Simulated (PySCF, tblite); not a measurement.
# C2H11BSSi2: geometry, infrared bands and NMR shifts

Wanted: the infrared bands and NMR shifts of C2H11BSSi2 (`CB(C)[SiH2][SiH2]S`), by calculation.

Computed with tblite 0.8.0 and PySCF 2.14.0, with density-fitted response routines of our own, on a single molecule in the gas phase. Atoms are numbered from 0 throughout.

## Step 1: The starting structure

17 atoms, charge 0, multiplicity 1; geometry from: force field or distance geometry start.

Bonds of the start (Å): C0–B1 1.58, B1–C2 1.56, B1–Si3 1.95, Si3–Si4 2.24, Si4–S5 2.15, C0–H6 1.11, C0–H7 1.10, C0–H8 1.12, C2–H9 1.12, C2–H10 1.12, C2–H11 1.11, Si3–H12 1.49, Si3–H13 1.45, Si4–H14 1.47, Si4–H15 1.47, S5–H16 1.41.

## Step 2: Relaxing the molecule with GFN2-xTB

What the job is given:

```
{"job": {"kind": "relax", "xc": "GFN2-xTB", "basis": "xTB"}, "charge": 0, "multiplicity": 1}
C     -1.002700    -0.623800     1.516100
B     -1.104700    -0.388000    -0.047800
C     -2.274700     0.362000    -0.753700
Si     0.566600    -0.527600    -1.047700
Si     2.033500     1.025400    -0.358900
S      2.931200     0.205200     1.410200
H     -1.904400    -1.126100     1.929400
H     -0.073900    -1.140800     1.813300
H     -0.922200     0.392300     1.979200
H     -2.036500     1.454600    -0.735800
H     -2.300400    -0.024100    -1.808500
H     -3.270300     0.190400    -0.296500
H      1.201100    -1.830700    -0.722000
H      0.314600    -0.350700    -2.468300
H      1.383900     2.318800    -0.123300
H      3.103500     1.173900    -1.352500
H      3.348600    -1.098900     1.057100
```

On the command line:

```sh
$ OMP_NUM_THREADS=1 python probes_run.py task.json out
```

This one command runs all jobs of the session in turn.

**Question.** This job is followed by: GFN2-xTB harmonic vibrations, gas phase; GIAO PBE0/pcSseg-1 NMR shielding, non-relativistic, gas phase. What will the session give for the following? strongest single infrared mode (GFN2-xTB); zero-point energy (GFN2-xTB); 13C shifts against TMS (PBE0/pcSseg-1, means over atoms taken as alike); 1H shifts against TMS (PBE0/pcSseg-1, means over atoms taken as alike); 11B shifts against BF3·OEt2 (PBE0/pcSseg-1); 29Si shifts against TMS (PBE0/pcSseg-1); 33S shifts against CS2 (PBE0/pcSseg-1).

The runs gave:

```
                                                               quantity                        value
                              strongest single infrared mode (GFN2-xTB)         622 cm⁻¹, 477 km/mol
                                           zero-point energy (GFN2-xTB)                74.0 kcal/mol
13C shifts against TMS (PBE0/pcSseg-1, means over atoms taken as alike)                     26.7 ppm
 1H shifts against TMS (PBE0/pcSseg-1, means over atoms taken as alike)  4.84, 3.48, 1.64, -0.56 ppm
                            11B shifts against BF3·OEt2 (PBE0/pcSseg-1)                    107.2 ppm
                                29Si shifts against TMS (PBE0/pcSseg-1)            -58.4, -119.7 ppm
                                 33S shifts against CS2 (PBE0/pcSseg-1)                     -273 ppm
```

The optimisation took 136 steps and gained 0.610 eV; among the close pairs (by a distance rule), S5–H16 changed most, from 1.414 to 1.324 Å. No mode is imaginary among the 45: a minimum at this level. The strongest single mode, at 622 cm⁻¹, moves mainly H13 and H12. Unscaled tight-binding wavenumbers are off by several per cent, some by more. Its intensities can rank the bands wrongly. At PBE0/pcSseg-1: The largest span, 285 ppm, is at S5, where the paramagnetic term is -281 ppm.
